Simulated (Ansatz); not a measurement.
# CH₄BNO: basis-set convergence

How large a basis does CH₄BNO need? Two functionals are run in growing sets.

Method: one geometry, several basis sets; program: Ansatz 0.2.0, Gaussian basis.

Levels to be run: PBE0-D4/def2-SVP; ωB97M-V/def2-SVP; PBE0-D4/def2-QZVPP; ωB97M-V/def2-QZVPP; the functionals' def2-TZVPP values are taken from earlier runs.

**1. Structure used throughout**

All runs share one geometry, relaxed beforehand with PBE0-D4/def2-TZVP.

SMILES `OC1BN1`, 8 atoms, charge 0, spin multiplicity 1.

Atoms are counted from 1 here; the program's logs count them from 0.

Bond lengths: O1–C2 1.396 Å, O1–H5 0.961 Å, C2–B3 1.551 Å, C2–N4 1.450 Å, C2–H6 1.091 Å, B3–N4 1.349 Å, B3–H7 1.183 Å, N4–H8 1.005 Å. Angles: C2–O1–H5 109.1°, O1–C2–B3 119.2°, O1–C2–N4 117.8°, O1–C2–H6 113.0°, B3–C2–N4 53.3°, B3–C2–H6 124.1°, N4–C2–H6 115.9°, C2–B3–N4 59.5°, C2–B3–H7 155.8°, N4–B3–H7 144.6°, C2–N4–B3 67.2°, C2–N4–H8 136.8°, B3–N4–H8 155.8°.

**2. PBE0-D4 in def2-SVP**

The input, in.yaml:

```yaml
crystal:
  periodic: [false, false, false]
  atoms:
    - {symbol: O, position_ang: [-0.357973, 1.062429, -1.095317]}
    - {symbol: C, position_ang: [-0.006782, 0.492166, 0.129416]}
    - {symbol: B, position_ang: [1.069274, -0.624889, 0.164368]}
    - {symbol: N, position_ang: [-0.237563, -0.929069, 0.304645]}
    - {symbol: H, position_ang: [-1.244428, 1.428456, -1.028837]}
    - {symbol: H, position_ang: [-0.258743, 1.125210, 0.981681]}
    - {symbol: H, position_ang: [2.161513, -1.074072, 0.094813]}
    - {symbol: H, position_ang: [-1.033100, -1.537331, 0.393432]}
basis:
  gaussian: {orbitals: def2-SVP}
hamiltonian: {xc: pbe0, dispersion: d4}
output: {orbitals: {seedname: orbitals}}
```

Run with:

```
ansatz run in.yaml --threads 2 --pin off --events-out ev --progress --plain --max-ram 4352MiB
```

Further steps of the session: ωB97M-V in def2-SVP; PBE0-D4 in def2-QZVPP; ωB97M-V in def2-QZVPP.

**Question.** What will the summary of the whole plan be? Wanted: PBE0-D4: double and triple zeta above quadruple; ωB97M-V: double and triple zeta above quadruple.

**Answer**, as computed:

```
                                       quantity          value
PBE0-D4: double and triple zeta above quadruple  6.41, 0.31 eV
ωB97M-V: double and triple zeta above quadruple  6.60, 0.29 eV
```

What this shows: PBE0-D4 gains 6.10 eV from double to triple zeta, then 0.31 eV more. These are total energies; as a rule much of such shifts cancels in differences, which this series doesn't test. The LUMO of ωB97M-V is positive and keeps falling with the basis (2.56 to 1.53 eV): an unbound level that the basis holds in place.
